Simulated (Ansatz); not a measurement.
# TiOF (Pmmn): test of the smearing width

Wanted for TiOF (Pmmn): a test of the smearing width.

Computed with Ansatz 0.2.0 through its Python package. Level of theory: DFT PBEsol, plane waves, PAW.

### 1 The structure

Symmetry: Pmmn, No. 59, orthorhombic system. Conventional cell: a = 3.055 Å, b = 4.035 Å, c = 6.506 Å, α = 90.00°, β = 90.00°, γ = 90.00°. Around Ti (site symmetry mm2) lie 2 F at 2.01 Å and 4 O at 2.02 to 2.07 Å. Around O (site symmetry mm2) lie 4 Ti at 2.02 to 2.07 Å. Around F (site symmetry mm2) lie 2 Ti at 2.01 Å.

The script holds or builds the structure itself.

### 2 The code

Contents of smear.py:

```python
import ansatz as az
from tabulate import tabulate


def main() -> None:
    tiof = (
        az.Lattice.of((3.054832, 0.0, 0.0), (0.0, 4.035323, 0.0), (0.0, 0.0, 6.506024))
        .atom("Ti", (0.5, 0.0, 0.612018))
        .atom("Ti", (0.0, 0.5, 0.387982))
        .atom("O", (0.0, 0.0, 0.398106))
        .atom("O", (0.5, 0.5, 0.601894))
        .atom("F", (0.0, 0.0, 0.813312))
        .atom("F", (0.5, 0.5, 0.186688))
    )

    calc = tiof.calculation()
    calc = calc.functional("pbesol").basis(38 * az.Ry)
    calc = calc.kpoints(mesh=(8, 6, 4)).stress()

    rows = []
    for value in [0.5, 0.3, 0.2, 0.1]:
        data = calc.occupations("cold", width=value).run(threads=1).report
        rows.append((value, data["free_energy_ev"] / len(data["lattice"]["sites"]), data["n_iterations"], sum(data["stress_gpa"][i][i] for i in range(3)) / 3, data["n_kpoints"]))

    print(tabulate(rows, headers=["width (eV)", "F/atom (eV)", "iterations", "P (GPa)", "k-points"], floatfmt=".4f", tablefmt="simple"))

    for row in rows[:-1]:
        shift = 1000 * (row[1] - rows[-1][1])
        print(f"{row[0]}: {shift:+.2f} meV/atom" + ("  (within 2 meV)" if abs(shift) < 2 else ""))


if __name__ == "__main__":
    main()
```

### 3 The input behind the calls

The engine receives this input (first run):

```yaml
crystal:
  lattice:
    - [3.054832, 0.0, 0.0]
    - [0.0, 4.035323, 0.0]
    - [0.0, 0.0, 6.506024]
  atoms:
    - { symbol: Ti, position: [0.5, 0.0, 0.612018] }
    - { symbol: Ti, position: [0.0, 0.5, 0.387982] }
    - { symbol: O, position: [0.0, 0.0, 0.398106] }
    - { symbol: O, position: [0.5, 0.5, 0.601894] }
    - { symbol: F, position: [0.0, 0.0, 0.813312] }
    - { symbol: F, position: [0.5, 0.5, 0.186688] }
basis:
  ecutwfc: 517.016338673772
kpoints:
  mp_grid:
    grid: [8, 6, 4]
hamiltonian:
  xc: pbesol
scf:
  occupations:
    method: cold
    width: 0.5
output:
  stress: true
```

### 4 The run

Started as:

```sh
> python smear.py
```

Standard output:

```text
  width (eV)    F/atom (eV)    iterations    P (GPa)    k-points
------------  -------------  ------------  ---------  ----------
      0.5000     -1279.7103             7    -5.8299          60
      0.3000     -1279.7073             7    -6.0320          60
      0.2000     -1279.7071             7    -6.0394          60
      0.1000     -1279.7069             7    -6.0490          60
0.5: -3.38 meV/atom
0.3: -0.42 meV/atom  (within 2 meV)
0.2: -0.16 meV/atom  (within 2 meV)
```

Run time: 52 s. Hardware: 1 thread of Arm Neoverse V1, shared host; peak memory 0.5 GiB.

### 5 What changed from run to run

The engine's inputs for the other runs:

Run 2, against run 1:

```diff
@@ -23 +23 @@
-    width: 0.5
+    width: 0.3
```

Run 3, against run 1:

```diff
@@ -23 +23 @@
-    width: 0.5
+    width: 0.2
```

Run 4, against run 1:

```diff
@@ -23 +23 @@
-    width: 0.5
+    width: 0.1
```

### 6 Run by run

From the records of these 4 runs:

```tsv
run	width (eV)	energy from run 4 (meV/atom)	the same at zero width (meV/atom)	pressure (GPa)	SCF cycles	CPU time (s)
1	0.5	-3.38	1.51	-5.83	7	13
2	0.3	-0.42	0.02	-6.03	7	13
3	0.2	-0.16	0.02	-6.04	7	13
4	0.1	0.00	0.00	-6.05	7	12
```

Energies are free energies F = E - TS of the smeared occupations. 

### 7 Outcome

| quantity | value |
| --- | --- |
| runs compared | 4 |
| last run but one, from the last | -0.16 meV/atom |
| within 5 meV/atom of the last run from | 0.5 |

**Reading.** Going from 0.1 to 0.5 eV changes F by -3.4 meV an atom. This scheme is built to cancel the term in the square of the width, so the shifts stay small and are partly the mesh's error. The pressure moves from -6.05 to -5.83 GPa. Notes:
- Spin is left out of this run.
- The mesh is modest for a metal, so energies can be off by several to tens of meV an atom and pressures by half a GPa or more; differences at equal mesh fare better.
- The free energy holds a sizeable smearing term, which stands for no physical temperature.
- The narrowest width needs the finest mesh, so the last row is no converged reference.
- Pressure is positive in compression.
- At these settings the cell as given stands under about -6 GPa, so it isn't at this functional's equilibrium volume.
- The structure comes from a database of computed cells and needn't be a stable or known phase.
